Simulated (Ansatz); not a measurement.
**GaHSF2 (SMILES [F][Ga]([F])[SH]) at revPBE0-D4/pcseg-0**

Aim: the vertical singlet–triplet gap of GaHSF2 at revPBE0-D4/pcseg-0, from 2 runs. 

The results are computed with Ansatz 0.2.0.

1 further run of the same task is left out (set aside as unsound or not needed).

**1. The molecule**

GaHSF2: 5 atoms, total charge 0, spin state singlet. As SMILES, `[F][Ga]([F])[SH]`. Geometry: relaxed at PBE0-D4/def2-TZVP.

Bond lengths: F1–Ga2 1.736 Å, Ga2–F3 1.739 Å, Ga2–S4 2.163 Å, S4–H5 1.345 Å. Angles: F1–Ga2–F3 115.1°, F1–Ga2–S4 122.4°, F3–Ga2–S4 122.5°, Ga2–S4–H5 91.6°.

**2. Energy and gradient at revPBE0-D4/pcseg-0**

run.yaml

```yaml
crystal:
  periodic: [false, false, false]
  atoms:
    - {symbol: F, position_ang: [-0.326400, -1.486100, 1.658600]}
    - {symbol: Ga, position_ang: [0.142700, -0.389000, 0.397700]}
    - {symbol: F, position_ang: [1.855700, -0.271200, 0.121400]}
    - {symbol: S, position_ang: [-1.298500, 0.749200, -0.745600]}
    - {symbol: H, position_ang: [-0.323600, 1.323500, -1.473600]}
basis:
  gaussian: {orbitals: pcseg-0.json}
hamiltonian: {xc: {name: revPBE0}, dispersion: d4}
output: {forces: true, orbitals: {seedname: orbitals}}
```

The basis set pcseg-0 is read from a file made from the Basis Set Exchange's data (not shown).

Launch:

```bash
$ ansatz run run.yaml --threads 1 --pin off --max-ram 2610MiB --events-out events.jsonl --progress --plain --runs-dir runs
```

The log of the run:

```text
Warning: RAYON_NUM_THREADS=1 ignored (pool sized by the plan → 1); use --threads N
Functional definition: revPBE0
  name "revPBE0"
  parameter a = 0.25
  parameter kappa = 1.245
  parameter beta = 0.06672455060314922
  exchange = (1 - a)*pbe_x(kappa = kappa, mu = beta*pi^2/3) + a*exact_x
  correlation = pbe_c(beta = beta)
575 factors; integrals over basis functions are off by at most 5.5e-4 eV
mean field evaluation 1: about -68560.1088 eV, gradient 4.7e1 eV
mean field evaluation 2: about -68554.9458 eV, gradient 7.6e1 eV
mean field evaluation 4: about -68563.7775 eV, gradient 1.9e0 eV
mean field evaluation 8: about -68563.8378 eV, gradient 6.6e-2 eV
mean field evaluation 16: about -68563.8378 eV, gradient 4.3e-5 eV
mean field -68563.83779071 eV, -2519.6745645702 hartree, gradient 4.3e-5 eV, S^2 0.000000; 0 other end points of the search recorded, 0 dependent functions left out
the calculation of the forces begins
reference -68563.83781588 eV, -2519.6745654952 hartree; 33, 33 occupied and 22, 22 virtual orbitals, 575 factors
Total energy: -68564.07782718 eV, -2519.6833857479 hartree
Atom 0 at    -0.326400    -1.486100     1.658600 Å, force    -0.003127    -0.146701     0.163485 eV/Å
Atom 1 at     0.142700    -0.389000     0.397700 Å, force     0.461639    -0.708109     0.751286 eV/Å
Atom 2 at     1.855700    -0.271200     0.121400 Å, force     0.199038     0.019858    -0.040237 eV/Å
Atom 3 at    -1.298500     0.749200    -0.745600 Å, force    -0.915982     0.294007    -0.248770 eV/Å
Atom 4 at    -0.323600     1.323500    -1.473600 Å, force     0.258432     0.540944    -0.625765 eV/Å
Dipole moment:     0.081969     0.239026    -0.274769 e Å
```

Run time: 0.92 s. Hardware: 1 thread of Intel Xeon 6975P-C (Granite Rapids), shared host; peak memory 0.13 GiB.

**3. The triplet at the same level**

Edit run.yaml of step 2 so:

```diff
@@ -10,2 +10,3 @@
   gaussian: {orbitals: pcseg-0.json}
+magnetization: {spin_polarized: true, initial_magnetization: 2}
 hamiltonian: {xc: {name: revPBE0}, dispersion: d4}
```

The basis set pcseg-0 is read from a file made from the Basis Set Exchange's data (not shown).

Launch:

```bash
$ ansatz run run.yaml --threads 1 --pin off --max-ram 2610MiB --events-out events.jsonl --progress --plain --runs-dir runs
```

The log of the run, shortened:

```text
Warning: RAYON_NUM_THREADS=1 ignored (pool sized by the plan → 1); use --threads N
[... 2 set-up lines as earlier in the session ...]
[...]
575 factors; integrals over basis functions are off by at most 5.5e-4 eV
[...]
mean field -68558.37937982 eV, -2519.4739716696 hartree, gradient 1.3e-5 eV, S^2 2.001948; 6 other end points of the search recorded, 0 dependent functions left out
[...]
reference -68558.37941427 eV, -2519.4739729358 hartree; 34, 32 occupied and 21, 23 virtual orbitals, 575 factors
Total energy: -68558.61942557 eV, -2519.4827931885 hartree
Atom 0 at    -0.326400    -1.486100     1.658600 Å, force    -0.432119    -1.052900     1.212125 eV/Å
Atom 1 at     0.142700    -0.389000     0.397700 Å, force     3.099128    -2.745259     2.778589 eV/Å
Atom 2 at     1.855700    -0.271200     0.121400 Å, force     1.673343     0.086146    -0.233420 eV/Å
Atom 3 at    -1.298500     0.749200    -0.745600 Å, force    -4.967617     2.891915    -2.784799 eV/Å
Atom 4 at    -0.323600     1.323500    -1.473600 Å, force     0.627265     0.820097    -0.972495 eV/Å
Dipole moment:    -0.547638     0.698683    -0.730469 e Å
```

Wall time 3.3 s (1 thread of Intel Xeon 6975P-C (Granite Rapids), shared host); peak memory 0.25 GiB.

**4. Results**

At revPBE0-D4/pcseg-0:

| quantity | value |
| --- | --- |
| singlet: total energy | -2519.68339 Eh |
| singlet: dipole moment | 1.79 D |
| singlet: HOMO energy | -8.67 eV |
| singlet: LUMO energy | -1.67 eV |
| singlet: HOMO–LUMO gap | 7.00 eV |
| singlet: dispersion energy | -23.16 kJ/mol |
| singlet: largest force on an atom | 1.131 eV/Å |
| triplet: total energy | -2519.48279 Eh |
| triplet: dipole moment | 5.52 D |
| triplet: HOMO energy (highest over α and β) | -3.57 eV |
| triplet: dispersion energy | -23.16 kJ/mol |
| triplet: ⟨S²⟩ | 2.002 |
| triplet: largest force on an atom | 6.387 eV/Å |
| vertical energy of the triplet above the singlet | 5.458 eV |

At this shape the triplet lies 5.46 eV (126 kcal/mol) above the singlet. The largest force (singlet) is 1.13 eV/Å: the shape isn't a stationary point for this species at this level. Mulliken charges (triplet) run from -0.47 on F1 to +0.74 on Ga2.
